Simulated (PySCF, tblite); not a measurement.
**C5H5F3NP: geometry, infrared bands and NMR shifts**

Aim: predict the infrared bands and NMR shifts of C5H5F3NP (`N#CCC/P=C\C(F)(F)F`).

The runs use tblite 0.8.0 and PySCF 2.14.0, with density-fitted response routines of our own; the level of theory stands in each step. All values are computed, except where a source is named. Atoms count from 0, in the outputs and in this text.

**1. The starting structure**

15 atoms, charge 0, multiplicity 1; geometry from: force field or distance geometry start.

Bonds of the start (Å): N0–C1 1.14, C1–C2 1.48, C2–C3 1.51, C3–P4 1.83, P4–C5 1.66, C5–C6 1.48, C6–F7 1.36, C6–F8 1.39, C6–F9 1.40, C2–H10 1.12, C2–H11 1.11, C3–H12 1.10, C3–H13 1.12, C5–H14 1.09.

**2. Geometry optimisation with GFN2-xTB**

The job: settings as JSON, then the geometry in Å.

```
{"job": {"kind": "relax", "xc": "GFN2-xTB", "basis": "xTB"}, "charge": 0, "multiplicity": 1}
N     -1.445100    -0.642900    -2.416800
C     -1.792200    -0.331300    -1.372900
C     -2.187600     0.040600     0.003500
C     -1.007300     0.096000     0.942100
P      0.163000     1.340100     0.284400
C      1.709400     0.917700    -0.154800
C      2.265000    -0.444000    -0.038000
F      1.680700    -1.230200     0.911900
F      2.278700    -1.111800    -1.256000
F      3.608900    -0.271400     0.302300
H     -2.617400     1.074400    -0.096700
H     -2.966500    -0.630800     0.427700
H     -0.599100    -0.915300     1.056900
H     -1.444700     0.404400     1.924600
H      2.349800     1.712700    -0.540300
```

Started as:

```sh
$ OMP_NUM_THREADS=1 python probes_run.py task.json out
```

One launch serves the whole session: the jobs run in the order shown.

**Question.** This job is followed by: GFN2-xTB harmonic vibrations, gas phase; GIAO PBE0/pcSseg-1 NMR shielding, non-relativistic, gas phase. Predict these results of the whole session: strongest single infrared mode (GFN2-xTB); zero-point energy (GFN2-xTB); ¹³C shifts against TMS (PBE0/pcSseg-1); ¹H shifts against TMS (PBE0/pcSseg-1, means over atoms taken as alike); ¹⁵N shifts against NH3 (PBE0/pcSseg-1); ³¹P shifts against H3PO4 (PBE0/pcSseg-1); ¹⁹F shifts against CFCl3 (PBE0/pcSseg-1, means over atoms taken as alike).

**Answer**, as computed:

```
                                                                 quantity                                value
                                strongest single infrared mode (GFN2-xTB)                 993 cm⁻¹, 321 km/mol
                                             zero-point energy (GFN2-xTB)                        58.4 kcal/mol
                                   ¹³C shifts against TMS (PBE0/pcSseg-1)  182.6, 130.8, 123.9, 32.5, 16.0 ppm
   ¹H shifts against TMS (PBE0/pcSseg-1, means over atoms taken as alike)                 8.72, 2.94, 2.72 ppm
                                   ¹⁵N shifts against NH3 (PBE0/pcSseg-1)                            305.2 ppm
                                 ³¹P shifts against H3PO4 (PBE0/pcSseg-1)                            368.9 ppm
¹⁹F shifts against CFCl3 (PBE0/pcSseg-1, means over atoms taken as alike)                            -68.1 ppm
```

What this shows: The optimisation took 140 steps and gained 0.641 eV; among the close pairs (by a distance rule), C6–F9 changed most, from 1.397 to 1.338 Å. All 39 modes are real, so the xTB geometry is a minimum. The strongest single mode, at 993 cm⁻¹, moves mainly C6. GFN2-xTB is a fitted tight-binding method: band positions and strengths are rough. Its intensities can rank the bands wrongly. At PBE0/pcSseg-1: The largest span, 900 ppm, is at P4, where the paramagnetic term is -1019 ppm.
